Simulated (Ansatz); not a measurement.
# CuB (triplet): the correlation ladder, def2-TZVPP

One table from this session's results is given with a row withheld; the runs are named, their logs left out.

Computed with Ansatz 0.2.0, Gaussian basis. Level: def2-TZVPP, core rule «outside noble gas», up to 10 orbitals frozen.

To be run: UHF; ROHF; CCSD(T) on UHF.

2 further runs of the same task are left out: 2 set aside as unsound or not needed.

## The geometry

The geometry is a PBE0/def2-TZVP stationary point (not a proven minimum) of the parent state, kept for this charge and spin.

2 atoms, charge 0, spin multiplicity 3.

Atoms are counted from 1 here; the program's logs count them from 0.

Bond lengths: Cu1–B2 1.957 Å.

Set-up of the first run:

The input, in.yaml:

```yaml
crystal:
  periodic: [false, false, false]
  atoms:
    - {symbol: Cu, position_ang: [0.000000, 0.000000, 0.000000]}
    - {symbol: B, position_ang: [0.000000, 0.000000, 1.956974]}
basis:
  gaussian: {orbitals: def2-TZVPP}
magnetization: {spin_polarized: true, initial_magnetization: 2}
hamiltonian: {xc: hf}
output: {orbitals: {seedname: orbitals}}
```

Started as:

```console
ansatz run in.yaml --threads 1 --pin off --events-out ev --progress --plain --max-ram 4096MiB --backend cpu
```

Steps of the session up to this table: UHF; ROHF; CCSD(T) on UHF.

One of the session's tables, all rows but one given; the rest of the session is left out.

It belongs to the step «Misses and costs». 

| method | from UCCSD(T) (kcal/mol) |
| --- | --- |
| ROHF | ? |
| UHF | +333.93 |
| UMP2 | -17.73 |
| UCCSD | +16.02 |
| UCCSD(T) | 0 |

**Question.** Estimate the row for ROHF.

**Answer.** from UCCSD(T) (kcal/mol): +336.47. In the column «from UCCSD(T) (kcal/mol)» it is the highest.
